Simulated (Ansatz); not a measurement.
Working through an equation of state with a fit of BiPt3, space group Pm-3m

Program: Ansatz 0.2.0 through its Python package.

The cells in order, each with its output:

In [1]:
```python
import ansatz as az
import numpy as np
from pymatgen.analysis.eos import EOS

VECTORS = np.array([
    [4.186495, 0.0, 0.0],
    [0.0, 4.186495, 0.0],
    [0.0, 0.0, 4.186495],
])
SITES = [
    ('Bi', (0.0, 0.0, 0.0)),
    ('Pt', (0.0, 0.5, 0.5)),
    ('Pt', (0.5, 0.0, 0.5)),
    ('Pt', (0.5, 0.5, 0.0)),
]
```

In [2]:
```python
def crystal_on(cell):
    crystal = az.Crystal(lattice=az.Lattice.of(cell))
    for symbol, position in SITES:
        crystal = crystal.atom(symbol, position)
    return crystal

# scale the volume, keep shape and fractions
volumes, energies = [], []
for scale in np.linspace(0.9, 1.1, 9):
    cell = VECTORS * scale ** (1 / 3)
    calculation = crystal_on(cell).calculation()
    calculation = calculation.pseudopotentials('paw')
    calculation = calculation.functional(az.Functional.PBE)
    calculation = calculation.occupations('methfessel_paxton', width=100 * az.meV)
    calculation = calculation.basis(500)
    calculation = calculation.kpoints(6, 6, 6)
    rep = calculation.run().report
    volumes.append(abs(np.linalg.det(cell)) / len(SITES))
    energies.append(rep['free_energy_ev'] / len(SITES))
    print(f'V = {volumes[-1]:8.4f} A^3/atom  F = {energies[-1]:.5f} eV/atom')
```
```text
V =  16.5095 A^3/atom  F = -12491.27226 eV/atom
V =  16.9681 A^3/atom  F = -12491.32013 eV/atom
V =  17.4267 A^3/atom  F = -12491.35019 eV/atom
V =  17.8853 A^3/atom  F = -12491.36528 eV/atom
V =  18.3439 A^3/atom  F = -12491.36763 eV/atom
V =  18.8025 A^3/atom  F = -12491.35902 eV/atom
V =  19.2611 A^3/atom  F = -12491.34097 eV/atom
V =  19.7197 A^3/atom  F = -12491.31482 eV/atom
V =  20.1783 A^3/atom  F = -12491.28174 eV/atom
```

In [3]:
```python
for form in ['pourier_tarantola', 'murnaghan', 'vinet']:
    fit = EOS(eos_name=form).fit(volumes, energies)
    print(f'{form:18s} V0 {fit.v0:8.4f} A^3/atom  B0 {fit.b0_GPa:7.1f} GPa  B1 {fit.b1:5.2f}')
```
```text
pourier_tarantola  V0  18.2032 A^3/atom  B0   160.7 GPa  B1  5.13
murnaghan          V0  18.2027 A^3/atom  B0   158.7 GPa  B1  5.17
vinet              V0  18.2028 A^3/atom  B0   159.9 GPa  B1  5.16
```

A third-order Birch-Murnaghan fit through the 9 points (the script's own form differs a little) has its minimum at 18.20 Å³ an atom, 0.8 % below the typed cell, with a bulk modulus of 160 GPa. From that minimum the energy rises by 96.0 meV an atom on the compressed side and 86.5 meV on the expanded side.

Notes:
- Total energies depend on the potentials; only differences at equal settings carry meaning.
- For a metal this k-point mesh is coarse: on a finer one energies can move by several to tens of meV an atom and pressures by half a GPa or more, differences at one mesh by less.
- Spin-orbit coupling, which matters for elements this heavy, is left out.
- The structure comes from a database of computed cells and needn't be a stable or known phase.
- Run time: 33 s on 1 thread of Intel(R) Xeon(R) Platinum 8259CL CPU @ 2.50GHz (Skylake/Cascade Lake) (shared host), peak memory 0.55 GiB.
